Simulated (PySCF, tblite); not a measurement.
**C5H9OSi radical: geometry, infrared bands and EPR parameters**

What infrared bands and EPR parameters should C5H9OSi radical (`[SiH3]O/C=[C]/C1CC1`) show?

Programs: tblite 0.8.0 and PySCF 2.14.0, with density-fitted response routines of our own. Each step states its level of theory. These are calculated values for one molecule in the gas phase, unless marked as measured. Atoms count from 0, in the outputs and in this text.

### Step 1. The starting structure

16 atoms, charge 0, multiplicity 2; geometry from: force field or distance geometry start.

Bonds of the start (Å): Si0–O1 1.73, O1–C2 1.35, C2–C3 1.32, C3–C4 1.49, C4–C5 1.52, C5–C6 1.50, C6–C4 1.52, Si0–H7 1.46, Si0–H8 1.49, Si0–H9 1.47, C2–H10 1.11, C4–H11 1.09, C5–H12 1.08, C5–H13 1.11, C6–H14 1.09, C6–H15 1.11.

### Step 2. Geometry optimisation with GFN2-xTB

What the job is given:

```
{"job": {"kind": "relax", "xc": "GFN2-xTB", "basis": "xTB"}, "charge": 0, "multiplicity": 2}
Si     3.275000    -0.109100     0.329700
O      1.907900    -0.248700    -0.721500
C      0.601500    -0.159300    -0.383600
C      0.110900     0.020400     0.826800
C     -1.354300     0.102600     1.064400
C     -2.216600    -0.683100     0.095300
C     -2.097900     0.808500    -0.055600
H      3.127700    -0.757400     1.632300
H      3.438400     1.339600     0.635200
H      4.450700    -0.619600    -0.399200
H     -0.141500    -0.223100    -1.200100
H     -1.755200     0.212800     2.072800
H     -1.697600    -1.380000    -0.547300
H     -3.217000    -0.999200     0.448700
H     -1.467100     1.288100    -0.801500
H     -2.972500     1.416300     0.259800
```

The run is started by

```bash
$ OMP_NUM_THREADS=1 python probes_run.py task.json out
```

The driver reads the jobs from task.json and runs them one after another.

The program printed:

```text
step      E/eV     max force
  0    -570.88956    1.546
  1    -571.03306    1.023
  2    -571.14545    1.036
  3    -571.19315    0.875
  4    -571.27567    0.685
  5    -571.31022    0.554
  6    -571.35074    0.507
  7    -571.36963    0.349
  8    -571.38083    0.390
  9    -571.39407    0.431
 10    -571.40352    0.307
 11    -571.41129    0.263
 12    -571.41908    0.201
 13    -571.42862    0.306
 14    -571.44049    0.340
 15    -571.45474    0.328
 16    -571.46858    0.281
 17    -571.47912    0.251
 18    -571.48557    0.219
 19    -571.49001    0.177
 20    -571.49434    0.164
 21    -571.49950    0.180
 22    -571.50512    0.179
 23    -571.50998    0.152
 24    -571.51418    0.126
 25    -571.51751    0.114
 26    -571.51962    0.107
 27    -571.52137    0.118
 28    -571.52289    0.090
 29    -571.52375    0.050
 30    -571.52423    0.052
 31    -571.52462    0.053
 32    -571.52512    0.050
 33    -571.52573    0.044
 34    -571.52627    0.051
 35    -571.52667    0.046
 36    -571.52708    0.057
 37    -571.52779    0.074
 38    -571.52908    0.085
 39    -571.53105    0.135
 40    -571.53338    0.155
 41    -571.53569    0.122
 42    -571.53766    0.092
 43    -571.53945    0.102
 44    -571.54142    0.119
 45    -571.54322    0.112
 46    -571.54464    0.127
 47    -571.54582    0.089
 48    -571.54688    0.076
 49    -571.54769    0.061
 50    -571.54809    0.044
 51    -571.54841    0.044
 52    -571.54873    0.039
 53    -571.54914    0.062
 54    -571.54951    0.057
 55    -571.54976    0.033
 56    -571.54994    0.036
 57    -571.55010    0.032
 58    -571.55025    0.029
 59    -571.55040    0.026
 60    -571.55058    0.047
 61    -571.55089    0.072
 62    -571.55143    0.091
 63    -571.55218    0.085
 64    -571.55298    0.070
 65    -571.55363    0.062
 66    -571.55417    0.058
 67    -571.55476    0.082
 68    -571.55544    0.086
 69    -571.55609    0.061
 70    -571.55672    0.067
 71    -571.55743    0.068
 72    -571.55843    0.081
 73    -571.55926    0.067
 74    -571.55994    0.052
 75    -571.56048    0.061
 76    -571.56106    0.065
 77    -571.56177    0.085
 78    -571.56276    0.089
 79    -571.56376    0.065
 80    -571.56521    0.081
 81    -571.56657    0.080
 82    -571.56906    0.125
 83    -571.57181    0.137
 84    -571.57641    0.156
 85    -571.58093    0.172
 86    -571.58526    0.162
 87    -571.58808    0.197
 88    -571.59187    0.207
 89    -571.59593    0.143
 90    -571.59936    0.135
 91    -571.60137    0.093
 92    -571.60348    0.089
 93    -571.60598    0.103
 94    -571.60787    0.088
 95    -571.60853    0.144
 96    -571.60956    0.071
 97    -571.61006    0.073
 98    -571.61089    0.060
 99    -571.61171    0.094
100    -571.61218    0.051
101    -571.61255    0.054
102    -571.61292    0.047
103    -571.61323    0.053
104    -571.61368    0.052
105    -571.61419    0.051
106    -571.61448    0.060
107    -571.61469    0.039
108    -571.61492    0.037
109    -571.61526    0.046
110    -571.61568    0.050
111    -571.61625    0.059
112    -571.61684    0.064
113    -571.61738    0.076
114    -571.61786    0.070
115    -571.61888    0.079
116    -571.62020    0.122
117    -571.62235    0.145
118    -571.62457    0.153
119    -571.62688    0.107
120    -571.62845    0.085
121    -571.62949    0.084
122    -571.62990    0.061
123    -571.63027    0.058
124    -571.63051    0.048
125    -571.63069    0.034
126    -571.63113    0.044
127    -571.63145    0.051
128    -571.63173    0.025
129    -571.63191    0.028
130    -571.63207    0.025
131    -571.63222    0.026
132    -571.63237    0.026
133    -571.63254    0.026
134    -571.63276    0.031
135    -571.63306    0.050
136    -571.63344    0.052
137    -571.63384    0.055
138    -571.63423    0.051
139    -571.63463    0.043
140    -571.63506    0.088
141    -571.63570    0.082
142    -571.63665    0.061
143    -571.63760    0.076
144    -571.63838    0.066
145    -571.63926    0.076
146    -571.64009    0.071
147    -571.64054    0.094
148    -571.64154    0.073
149    -571.64226    0.061
150    -571.64309    0.058
151    -571.64358    0.065
152    -571.64414    0.066
153    -571.64463    0.050
154    -571.64496    0.045
155    -571.64521    0.055
156    -571.64552    0.034
157    -571.64565    0.025
158    -571.64577    0.019
159    -571.64584    0.022
160    -571.64592    0.018
161    -571.64597    0.015
162    -571.64602    0.016
163    -571.64606    0.014
164    -571.64610    0.013
165    -571.64613    0.013
166    -571.64615    0.013
167    -571.64617    0.011
168    -571.64619    0.009
```

Wall time 3.2 s (1 thread of Intel Xeon at 2.50GHz, shared host).

The steps of the relaxation: (not every step is listed)

| step | energy from step 0 (eV) | largest force (eV/Å) |
| --- | --- | --- |
| 0 | 0.0000 | 1.5456 |
| 1 | -0.1435 | 1.0232 |
| 2 | -0.2559 | 1.0365 |
| 3 | -0.3036 | 0.8750 |
| 4 | -0.3861 | 0.6853 |
| 5 | -0.4207 | 0.5536 |
| 6 | -0.4612 | 0.5073 |
| 7 | -0.4801 | 0.3486 |
| 8 | -0.4913 | 0.3902 |
| 23 | -0.6204 | 0.1515 |
| 38 | -0.6395 | 0.0854 |
| 53 | -0.6596 | 0.0625 |
| 68 | -0.6659 | 0.0864 |
| 83 | -0.6823 | 0.1366 |
| 98 | -0.7213 | 0.0603 |
| 113 | -0.7278 | 0.0760 |
| 128 | -0.7422 | 0.0247 |
| 143 | -0.7480 | 0.0758 |
| 158 | -0.7562 | 0.0193 |
| 163 | -0.7565 | 0.0139 |
| 164 | -0.7565 | 0.0132 |
| 165 | -0.7566 | 0.0133 |
| 166 | -0.7566 | 0.0135 |
| 167 | -0.7566 | 0.0107 |
| 168 | -0.7566 | 0.0086 |

Distances of close pairs at the start and the end, largest changes first:

| bond | before (Å) | after (Å) | change (Å) |
| --- | --- | --- | --- |
| Si0–O1 | 1.730 | 1.630 | -0.101 |
| C3–C4 | 1.487 | 1.418 | -0.068 |
| C6–H15 | 1.111 | 1.079 | -0.031 |
| C5–H13 | 1.107 | 1.079 | -0.028 |
| Si0–H8 | 1.490 | 1.465 | -0.025 |
| C2–C3 | 1.318 | 1.298 | -0.020 |
| Si0–H9 | 1.475 | 1.455 | -0.019 |
| C5–C6 | 1.504 | 1.488 | -0.015 |

The final coordinates are the input of the step that follows.

### Step 3. Infrared spectrum with GFN2-xTB

What the job is given:

```
{"job": {"kind": "ir", "xc": "GFN2-xTB", "basis": "xTB"}, "charge": 0, "multiplicity": 2}
Si     3.106652     0.270031     0.297436
O      2.206876    -0.861452    -0.454653
C      0.870638    -1.069060    -0.335706
C      0.056175    -0.405781     0.427426
C     -1.289176    -0.209207     0.831557
C     -2.429634    -0.203731    -0.187283
C     -2.010576     1.071196     0.456461
H      3.053277     0.101586     1.750321
H      2.640724     1.616861    -0.039855
H      4.401969    -0.053304    -0.281061
H      0.562664    -1.911287    -0.968745
H     -1.528502    -0.611072     1.811129
H     -2.166784    -0.365673    -1.220608
H     -3.358504    -0.662544     0.115165
H     -1.466772     1.785282    -0.142778
H     -2.656625     1.517098     1.197266
```

The program printed:

```text
mode    cm-1     km/mol
  1      41.5      0.12
  2      67.2      0.86
  3     101.8      0.08
  4     121.1      1.36
  5     140.0      1.13
  6     218.4      6.42
  7     369.7      1.96
  8     419.0      2.94
  9     532.7     11.15
 10     598.5     74.91
 11     653.6     64.77
 12     719.9      0.66
 13     748.1     50.17
 14     749.5    211.41
 15     798.4    289.96
 16     801.5     39.70
 17     826.0    269.39
 18     841.7      3.90
 19     852.2     10.78
 20     874.0     29.15
 21    1006.6      9.73
 22    1037.6     12.24
 23    1053.5     40.75
 24    1063.3     12.48
 25    1072.9     60.81
 26    1152.2      1.10
 27    1182.1    362.95
 28    1235.1      7.60
 29    1241.2      4.70
 30    1329.3     19.09
 31    1423.9      0.07
 32    1464.0      0.34
 33    1814.0     20.83
 34    2233.6    401.96
 35    2262.4    163.42
 36    2334.3    266.94
 37    2808.1     38.59
 38    3007.5     27.88
 39    3087.2     13.27
 40    3089.2     19.81
 41    3100.9      8.90
 42    3118.4     46.75
```

Run time: 1.5 s. Hardware: 1 thread of Intel Xeon at 2.50GHz, shared host.

Which atoms move in the most intense modes:

| cm⁻¹ | km/mol | atoms |
| --- | --- | --- |
| 598 | 74.9 | H7 44 %, H8 40 % |
| 750 | 211.4 | H9 57 %, H8 19 %, H7 14 % |
| 798 | 290.0 | H8 27 %, H7 25 %, H9 24 %, Si0 10 % |
| 826 | 269.4 | H8 42 %, H7 41 % |
| 1182 | 362.9 | O1 34 %, C2 29 %, H11 19 % |
| 2234 | 402.0 | H8 62 %, H7 34 % |
| 2262 | 163.4 | H7 63 %, H8 35 % |
| 2334 | 266.9 | H9 97 % |

### Step 4. g tensor and hyperfine couplings: B3LYP/pcH-1

Settings changed since step 3:

```diff
@@ -1,2 +1,2 @@
-{"job": {"kind": "ir", "xc": "GFN2-xTB", "basis": "xTB"}, "charge": 0, "multiplicity": 2}
+{"job": {"kind": "epr", "basis": "pcH-1"}, "charge": 0, "multiplicity": 2}
 Si     3.106652     0.270031     0.297436
```

Method: UKS B3LYP, pcH-1 on C H O Si, non-relativistic, mean-field spin-orbit, GIAO.

The program printed:

```text
UKS, coarse grid
  cycle   1  E = -560.49122814  |g| = 5.16e-01
  cycle   2  E = -560.32971239  |g| = 8.45e-01
  cycle   3  E = -560.58263745  |g| = 1.25e-01
  cycle   4  E = -560.58789897  |g| = 6.36e-02
  cycle   5  E = -560.58991779  |g| = 1.90e-02
  cycle   6  E = -560.59009627  |g| = 5.45e-03
  cycle   7  E = -560.59012217  |g| = 1.91e-03
  cycle   8  E = -560.59013164  |g| = 1.20e-03
  cycle   9  E = -560.59013302  |g| = 5.66e-04
UKS, final grid
  cycle   1  E = -560.59014337  |g| = 6.35e-04
  cycle   2  E = -560.59014333  |g| = 8.91e-04
  cycle   3  E = -560.59014376  |g| = 1.46e-04
  cycle   4  E = -560.59014380  |g| = 1.61e-04
  cycle   5  E = -560.59014384  |g| = 4.17e-05
  cycle   6  E = -560.59014384  |g| = 5.53e-06
E = -560.59014384 Eh   <S^2> = 0.7581 (exact 0.7500)
g shifts (ppm)      1          2          3
  rmc          -155       -155       -155
  gc             27         28         51
  oz_so         -49        337        565
  total        -176        210        460
hyperfine (MHz)  atom isotope    a_iso     a_fc   dipolar eigenvalues
    0  29Si      -0.06      -0.06     -2.62      0.76      1.86
    1   17O     -36.00     -35.99    -11.66      3.51      8.15
    2   13C     -27.16     -27.16    -17.96     -1.50     19.46
    3   13C     191.80     191.86    -75.28    -57.05    132.34
    4   13C      -2.06      -2.06     -4.51     -3.01      7.52
    5   13C      46.98      46.99    -10.76    -10.60     21.36
    6   13C      27.52      27.52     -5.84     -5.68     11.52
    7    1H       4.11       4.11     -2.73     -1.86      4.59
    8    1H       2.77       2.77     -2.73     -1.89      4.62
    9    1H       0.31       0.30     -1.18     -0.70      1.89
   10    1H     118.92     118.92     -5.73     -0.69      6.42
   11    1H       6.68       6.68     -5.28     -3.01      8.29
   12    1H      -7.37      -7.37     -6.07     -0.68      6.76
   13    1H      10.88      10.87     -5.73     -1.17      6.90
   14    1H      -1.64      -1.64     -5.02     -1.37      6.39
   15    1H       4.81       4.81     -3.37     -1.82      5.19
```

It took 2.8 min on 1 thread of Intel Xeon at 2.50GHz, shared host; peak memory 1.1 GiB.

Principal g values 2.00214, 2.00253, 2.00278; g(iso) = 2.00248, against 2.00232 for a free electron.

Mean a(iso) over the nuclei that a row names, and the largest dipolar term of the row (other rows stand at the frozen geometry):

| nuclei | isotope | a(iso) (MHz) | a(iso) (G, at g = 2.0023) | largest dipolar term (MHz) |
| --- | --- | --- | --- | --- |
| C3 | 13C | 191.8 | 68.4 | 132.3 |
| H10 | 1H | 118.9 | 42.4 | 6.4 |
| C5, C6 | 13C | 37.2 | 13.3 | 21.4 |
| O1 | 17O | -36.0 | -12.8 | -11.7 |
| C2 | 13C | -27.2 | -9.7 | 19.5 |
| H13, H15 | 1H | 7.8 | 2.8 | 6.9 |
| H11 | 1H | 6.7 | 2.4 | 8.3 |
| H12, H14 | 1H | -4.5 | -1.6 | 6.8 |
| H7, H8, H9 | 1H | 2.4 | 0.9 | 4.6 |
| C4 | 13C | -2.1 | -0.7 | 7.5 |
| Si0 | 29Si | -0.1 | 0.0 | -2.6 |

Mulliken spin populations:

Si0 0.02; O1 0.02; C2 -0.12; C3 0.92; C4 -0.06; C5 0.11; C6 0.04; H7 0.00; H8 0.00; H9 0.00; H10 0.07; H11 0.00; H12 -0.01; H13 0.00; H14 0.00; H15 0.00

In first order the couplings over 0.8 MHz of 1H give 144 distinct lines over 56.2 G, if the averaged nuclei exchange fast.

The fields below are evaluated on a grid from the run's orbitals.

ELF in a plane through or near 8 of the atoms.

Ten even steps from ' ' (0.00) to '@' (1.00):
```
                                                        
                                                        
                                                        
                                                        
                                    ==##==              
                                  ::@@@@@@++            
              ..----..        ..::++@@@@@@%%            
        ......::====..  ..::  ::++**@@@@@@==            
      **####::::::......**##====%%**==++::              
    ::@@@@@@::**##  ....##%%##****##++==..              
    --@@@@@@%%  ::##==::##::--%%==%%--**@@%%==          
    ::@@@@@@++::##%%##==##**==****%%--%%@@@@%%          
      ++%%==  ::%%####::==++--..::++++%%@@@@##          
        ..    --%%%%==++##**..    ::::==%%%%--          
              ..==--  %%@@@@++                          
                      @@@@@@##                          
                      **@@%%--                          
                        ..                              
                                                        
                                                        
```
The map spans 14.0 Å across and 9.6 Å up, centred on the molecule. Atoms in the plane (x, y in Å): Si0 (-3.1, 0.4), O1 (-2.3, -1.0), C2 (-0.9, -1.2), C5 (2.4, -0.5), C6 (2.1, 1.0), H10 (-0.7, -2.2), H13 (3.3, -0.8), H15 (2.7, 1.7).

log10 of the density (e/Å³) in the same plane.

Values, 10 rows by 14 columns:
```
-4.0 -4.0 -4.0 -4.0 -4.0 -4.0 -4.0 -4.0 -4.0 -4.0 -4.0 -4.0 -4.0 -4.0
-4.0 -4.0 -4.0 -4.0 -3.9 -4.0 -4.0 -4.0 -4.0 -3.6 -3.9 -4.0 -4.0 -4.0
-4.0 -4.0 -3.8 -2.8 -2.5 -2.7 -3.5 -3.3 -2.4 -1.8 -2.2 -3.5 -4.0 -4.0
-4.0 -3.6 -2.6 -1.5 -1.0 -1.7 -2.3 -2.0 -1.1  0.0 -0.9 -2.7 -4.0 -4.0
-4.0 -2.7 -1.4 -0.5  0.3 -1.1 -1.1 -0.8 -0.1  0.1 -1.1 -2.6 -4.0 -4.0
-4.0 -2.4 -0.9 -0.3 -0.1 -0.4  0.0  0.4  0.1  0.2 -0.4 -1.8 -3.6 -4.0
-4.0 -3.0 -1.9 -1.4  0.1  0.4  1.4 -0.5 -1.0 -0.3 -0.3 -1.8 -3.6 -4.0
-4.0 -4.0 -3.3 -2.6 -1.3 -1.1  0.1 -1.2 -2.2 -1.9 -2.1 -3.0 -4.0 -4.0
-4.0 -4.0 -4.0 -4.0 -3.4 -2.4 -1.6 -2.2 -3.5 -3.6 -3.8 -4.0 -4.0 -4.0
-4.0 -4.0 -4.0 -4.0 -4.0 -3.9 -3.5 -3.8 -4.0 -4.0 -4.0 -4.0 -4.0 -4.0
```
The map spans 14.0 Å across and 9.6 Å up, centred on the molecule. Atoms in the plane (x, y in Å): Si0 (-3.1, 0.4), O1 (-2.3, -1.0), C2 (-0.9, -1.2), C5 (2.4, -0.5), C6 (2.1, 1.0), H10 (-0.7, -2.2), H13 (3.3, -0.8), H15 (2.7, 1.7).

On the surface of density 0.002 e/bohr³ the electrostatic potential runs, from the 1st to the 99th percentile, from -1.11 V near O1 to 1.21 V near H8.

The spin density lies nearest to C3 63 %; C2, C5 about 7 % each (both signs).

### Step 5. Outcome

```
                                 quantity                  value
strongest single infrared mode (GFN2-xTB)  2234 cm⁻¹, 402 km/mol
             zero-point energy (GFN2-xTB)          73.8 kcal/mol
                           g(iso) (B3LYP)                2.00248
                                     ⟨S²⟩     0.758 (exact 0.75)
       largest a(iso) (averaged by class)   13C on C3, 191.8 MHz
    surface potential, 1st and 99th percentile     -1.11 V and 1.21 V
```

In words: Relaxing lowered the energy by 0.757 eV in 168 steps; the close pair that moved most is Si0–O1, from 1.730 to 1.630 Å. No mode is imaginary among the 42: a minimum at this level. The strongest single mode, at 2234 cm⁻¹, moves mainly H8 and H7. Unscaled tight-binding wavenumbers are off by several per cent, some by more. Its intensities can rank the bands wrongly. C3 carries the largest spin population, 0.92 e. The isotropic g lies 0.2 ppt above the free-electron value.
